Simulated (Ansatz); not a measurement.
# BFGaH₃ (SMILES [BH2][GaH][F]): molecular dynamics

Aim: follow the atoms for 40 steps of 0.75 fs with a Nosé-Hoover thermostat, with velocities drawn for 200 K.

Method: Hartree-Fock/cc-pVDZ; program: Ansatz 0.2.0, Gaussian basis.

1 further run of the same task is left out (it didn't finish).

## 1. Starting geometry

SMILES `[BH2][GaH][F]`, 6 atoms, charge 0, spin multiplicity 1.

Atoms are counted from 1 here; the program's logs count them from 0.

Bond lengths: B1–Ga2 2.090 Å, B1–H4 1.167 Å, B1–H5 1.168 Å, Ga2–F3 1.775 Å, Ga2–H6 1.585 Å. Angles: Ga2–B1–H4 120.2°, Ga2–B1–H5 120.4°, H4–B1–H5 118.9°, B1–Ga2–F3 108.0°, B1–Ga2–H6 146.5°, F3–Ga2–H6 105.4°.

Geometry (Å):

```xyz
6

B    -0.7858    0.4907   -0.7170
Ga    0.6063   -0.1411    0.7087
F     1.1091   -1.7912    0.2917
H    -1.9161    0.2266   -0.5926
H    -0.4289    0.9874   -1.7118
H     1.4153    0.2276    2.0210
```

## 2. Dynamics

Contents of md/in.yaml:

```yaml
crystal:
  periodic: [false, false, false]
  atoms:
    - {symbol: B, position_ang: [-0.785760, 0.490690, -0.717020]}
    - {symbol: Ga, position_ang: [0.606280, -0.141100, 0.708700]}
    - {symbol: F, position_ang: [1.109110, -1.791160, 0.291680]}
    - {symbol: H, position_ang: [-1.916070, 0.226600, -0.592560]}
    - {symbol: H, position_ang: [-0.428890, 0.987410, -1.711750]}
    - {symbol: H, position_ang: [1.415330, 0.227560, 2.020950]}
basis:
  gaussian: {orbitals: cc-pVDZ}
hamiltonian: {xc: hf}
md: {n_steps: 40, timestep: 0.75, temperature: 200, ensemble: nvt_nose_hoover, seed: 773, initial_velocities: maxwell_boltzmann}
```

Run with:

```bash
> ansatz run in.yaml --threads 2 --pin off --events-out ev --progress --plain --max-ram 3481MiB
```

Q: Predict the outcome of this session. Wanted: temperature at the start; mean temperature, second half; lowest and highest potential energy, from the first frame; largest change of potential + kinetic.

As calculated:

```
                                                 quantity              value
                                                   length  40 steps, 30.0 fs
                                 temperature at the start              200 K
                            mean temperature, second half              219 K
lowest and highest potential energy, from the first frame     -30 and 48 meV
                    largest change of potential + kinetic            2.4 meV
```

The thermostat trades energy with the molecule, so the sum of potential and kinetic energy isn't conserved: it changes by +2 meV over the run. The temperature runs between 110 and 261 K. No bond breaks or forms, judged by distance.
